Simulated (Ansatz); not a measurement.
# AlH4: the cost of one run

Computed with Ansatz 0.2.0 (DFT PBE, scalar-relativistic, plane waves, PAW, unless a step's input says otherwise).

### Step 1. The system as given

Symmetry: P4mm, No. 99, tetragonal system. Conventional cell: a = 4.722 Å, b = 4.722 Å, c = 4.620 Å, α = 90.00°, β = 90.00°, γ = 90.00°. Al (site symmetry 4mm) is surrounded by 4 H at 2.17 Å. Around H (site symmetry m) lie 1 H at 0.63 Å.

Structure file:

```
Al H
1.0
     4.72175    0.00000    0.00000
     0.00000    4.72175    0.00000
     0.00000    0.00000    4.62002
Al H
1 4
Direct
  0.00000 0.00000 0.13847
  0.43280 0.00000 0.29375
  0.56720 0.00000 0.29375
  0.00000 0.43280 0.29375
  0.00000 0.56720 0.29375
```

Recipe of the guess: random cell by space group and Wyckoff sites (P4mm, No. 99). Its size is a rough estimate.

### Step 2. Probe: one point on a coarse mesh

Contents of input.yaml:

```yaml
crystal:
  lattice:
    - [4.72174875, 0.0, 0.0]
    - [0.0, 4.72174875, 0.0]
    - [0.0, 0.0, 4.62001814]
  atoms:
    - { symbol: Al, position: [0.0, 0.0, 0.13846972] }
    - { symbol: H, position: [0.43279605, 0.0, 0.29375155] }
    - { symbol: H, position: [0.56720395, 0.0, 0.29375155] }
    - { symbol: H, position: [0.0, 0.43279605, 0.29375155] }
    - { symbol: H, position: [0.0, 0.56720395, 0.29375155] }
basis:
  ecutwfc: 420
kpoints:
  mp_grid: { grid: [4, 4, 4] }
hamiltonian:
  xc: pbe
scf:
  occupations: { method: gaussian, width: 0.1 }
  lower_state_search: "off"
output:
  forces: true
  stress: true
  eigenvalues: true
```

The run is started by

```console
> ansatz run input.yaml --threads 1 --pin off --max-ram 2560MiB --backend cpu --events-out ev --progress --plain --runs-dir out
```

**Question.** How long does this run take on 1 thread of Intel Xeon at 2.70GHz, shared host, and how much memory does it need?

About 2.3 s, with a peak of 0.33 GiB.
